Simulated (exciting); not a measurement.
**AlFe under changes of volume**

One of the cells (12.321 Å³/atom); the others are scaled copies at fixed shape and fractional positions:

```
CELL_PARAMETERS angstrom
2.91000 0.00000 0.00000
0.00000 2.91000 0.00000
0.00000 0.00000 2.91000
ATOMIC_POSITIONS crystal
Fe 0.50000 0.50000 0.50000
Al 0.00000 0.00000 0.00000
```

- Program: exciting (release sodium)
- Functional: PBE
- Potentials or basis: all-electron LAPW+lo, shipped species files, valence relativity iora*
- rgkmax: 9
- k mesh: 9 × 9 × 9
- Occupations: fermi-dirac, width 0.05 eV
- Spin: collinear spin, ferromagnetic start

| volume (Å³/atom) | energy over the lowest point (meV/atom) | moment (μB per cell) |
| --- | --- | --- |
| 11.582 | 3.63 | 0.60 |
| 11.828 | 0.00 | 0.62 |
| 12.075 | 1.95 | 0.64 |
| 12.321 | 9.24 | 0.65 |
| 12.568 | 20.98 | 0.67 |
| 12.814 | 36.74 | 0.68 |
| 13.060 | ? | ? |

**Question.** What does the run at 13.060 Å³/atom give?

**Answer.** Energy over the lowest point 56.30 meV/atom; moment 0.70 μB per cell.

Worked out: A Birch-Murnaghan fit of order 3 (a polynomial in V^(-2/3)) to the other rows has its minimum at 11.86 Å³/atom with B0 = V·E''(V) = 178 GPa and B' = 4.7. It gives 56.09 meV/atom at 13.060 Å³/atom, against the run's 56.30. A straight line through the other rows of the moment, of slope 0.0649 μB per Å³/atom, extrapolates to 0.70 μB, against the run's 0.70.

Energies are extrapolated to zero smearing.

Caveats: the free energy is that total less TS from the occupations.
